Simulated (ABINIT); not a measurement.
Input of an ABINIT 10.8.3 (patched build) run:

The input run.abi:

```
pp_dirpath "./"
pseudos "Se.GGA_PBE-JTH.xml, Ti.GGA_PBE-JTH.xml"

acell 3*1.0
rprim
     6.0422964801     0.0000000000     0.0000000000
    -3.0211482401     5.2327822490     0.0000000000
     0.0000000000     0.0000000000    15.0096127277
ntypat 2
znucl 34 22
natom 4
typat 1 2 2 2
xred
     0.0000000000     0.0000000000     0.0000000000
     0.6666666667     0.3333333333     0.5000000000
     0.3333333333     0.6666666667     0.7729020000
     0.3333333333     0.6666666667     0.2270980000

ecut 15.0
pawecutdg 30.0
pawxcdev 0

kptopt 1
ngkpt 10 10 4
nshiftk 1
shiftk 0.0 0.0 0.0

ixc -116133

nband 26
occopt 3
tsmear 0.05 eV

nstep 100
tolvrs 1.0e-9

iomode 3
prtwf 0
prteig 0
prtebands 0
prtden 1
prtvha 1
prtvclmb 1
prtpot 1
```

Potentials or basis: JTH PAW PBE v2.0.

The run is started by

```sh
$ abinit run.abi > log 2>&1
```

Problem. What does it give for the pressure?

Solution. -4.1 GPa.

Problem. Predict the largest force.

Solution. 0.075 eV/Å.

Problem. Estimate the band gap on the k mesh.

Solution. None (metal or under the smearing width).

Forces in eV/Å, atoms in the order of the input:
```
Se   0.000  0.000  0.000
Ti   0.000  0.000  0.000
Ti   0.000  0.000  0.075
Ti   0.000  0.000 -0.075
```

Caveat: the PAW data sets were made with another functional, which shifts forces and pressure a little.
